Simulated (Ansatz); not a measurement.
**ClH3O3Si: up Jacob's ladder to CCSD(T)**

Aim: compute ClH3O3Si with functionals from several rungs and with coupled cluster. The yardstick is the atomisation energy at the CCSD(T) limit.

Method: functionals in def2-TZVPP, the program's frozen cores in correlated methods; program: Ansatz 0.2.0, Gaussian basis.

Plan: LDA (SPW92), PBE-D4, revPBE-D4, BLYP-D4, r2SCAN-D4, B97M-V, PBE0-D4, B3LYP-D4, r2SCANh-D4, r2SCAN0-D4, HSE06-D4, BHLYP-D4, CAM-B3LYP-D4, LC-ωPBE, ωB97X-V, ωB97M-V, B2PLYP, PBE-QIDH; CCSD(T)/def2-SVP; CCSD(T)/def2-TZVPP; MP2/def2-QZVPP; extrapolation to the limit; RPA on PBE.

## Step 1: The relaxed structure

The geometry comes from an earlier relaxation with PBE0-D4 in a triple-zeta def2 set; it is a stationary point, not always the lowest conformer.

8 atoms, charge 0, spin multiplicity 1.

Atoms are counted from 1 here; the program's logs count them from 0.

Bond lengths: O1–Si2 1.620 Å, O1–H6 0.958 Å, Si2–O3 1.620 Å, Si2–O4 1.620 Å, Si2–Cl5 2.059 Å, O3–H7 0.958 Å, O4–H8 0.958 Å. Angles: Si2–O1–H6 118.2°, O1–Si2–O3 109.6°, O1–Si2–O4 109.6°, O1–Si2–Cl5 109.4°, O3–Si2–O4 109.6°, O3–Si2–Cl5 109.4°, O4–Si2–Cl5 109.4°, Si2–O3–H7 118.2°, Si2–O4–H8 118.2°.

## Step 2: LDA

This LDA is Slater exchange with PW92 correlation.

in.yaml

```yaml
crystal:
  periodic: [false, false, false]
  atoms:
    - {symbol: O, position_ang: [-0.816870, 0.285161, 1.342948]}
    - {symbol: Si, position_ang: [-0.004708, -0.000025, -0.029030]}
    - {symbol: O, position_ang: [1.347603, 0.890971, -0.054381]}
    - {symbol: O, position_ang: [0.379001, -1.571168, -0.116094]}
    - {symbol: Cl, position_ang: [-1.185529, 0.504771, -1.638951]}
    - {symbol: H, position_ang: [-1.176878, 1.162285, 1.481673]}
    - {symbol: H, position_ang: [1.882951, 0.878220, -0.849017]}
    - {symbol: H, position_ang: [-0.333468, -2.207315, -0.192949]}
basis:
  gaussian: {orbitals: def2-TZVPP}
hamiltonian: {xc: lda}
output: {orbitals: {seedname: orbitals}}
```

On the command line:

```bash
> ansatz run in.yaml --threads 4 --pin off --events-out ev --progress --plain --max-ram 10444MiB
```

The runs that follow: PBE-D4 (GGA); revPBE-D4 (GGA); BLYP-D4 (GGA); r2SCAN-D4 (meta-GGA); B97M-V (meta-GGA); B3LYP-D4 (hybrid); r2SCANh-D4 (hybrid); r2SCAN0-D4 (hybrid); HSE06-D4 (hybrid); BHLYP-D4 (hybrid); CAM-B3LYP-D4 (range-separated); LC-ωPBE (range-separated); ωB97X-V (range-separated); ωB97M-V (range-separated); B2PLYP (double hybrid); PBE-QIDH (double hybrid); CCSD(T) in def2-SVP; CCSD(T) in def2-TZVPP; MP2 in def2-QZVPP; RPA on PBE orbitals.

Before running them: what should the planned runs give, taken together? Wanted: atomisation energy, CCSD(T)/CBS; farthest beyond LDA; mean size of error, GGA; mean size of error, meta-GGA; mean size of error, hybrid; mean size of error, range-separated; mean size of error, double hybrid; gap, smallest and largest; T1 diagnostic.

**Answer**, as computed:

| quantity | value |
| --- | --- |
| atomisation energy, CCSD(T)/CBS | 777.0 kcal/mol |
| functionals within 3.9 kcal/mol (0.5 %) | PBE-D4, ωB97M-V |
| farthest beyond LDA | BHLYP-D4 (-43.8 kcal/mol) |
| mean size of error, GGA | 12.0 kcal/mol |
| mean size of error, meta-GGA | 5.1 kcal/mol |
| mean size of error, hybrid | 21.2 kcal/mol |
| mean size of error, range-separated | 7.2 kcal/mol |
| mean size of error, double hybrid | 16.9 kcal/mol |
| gap, smallest and largest | 6.86 eV (BLYP-D4), 14.57 eV (LC-ωPBE) |
| T1 diagnostic | 0.0106 |
| triples share of the correlation energy | 3.5 % |

What this shows: LDA overbinds by 114.7 kcal/mol (15 %). PBE-D4 is off by +3.0 kcal/mol. Double hybrids carry the basis error of their MP2 part in triple zeta, and no dispersion term here, so their miss is partly the set-up's. Taken by rung, meta-GGA functionals do best (5.1 kcal/mol on average) and hybrid ones worst beyond LDA (21.2 kcal/mol). The mean of the hybrids holds BHLYP, with half exact exchange. The reference freezes the cores and leaves out relativity and excitations past (T), so misses under about 3.9 kcal/mol can't be ranked. Hartree-Fock recovers 69 % of the binding; the rest is correlation. CCSD(T) in def2-SVP is off by -79.8 kcal/mol, which most functionals beat. The gap grows from 6.9 to 14.6 eV across the functionals, mostly with the share of exact exchange.
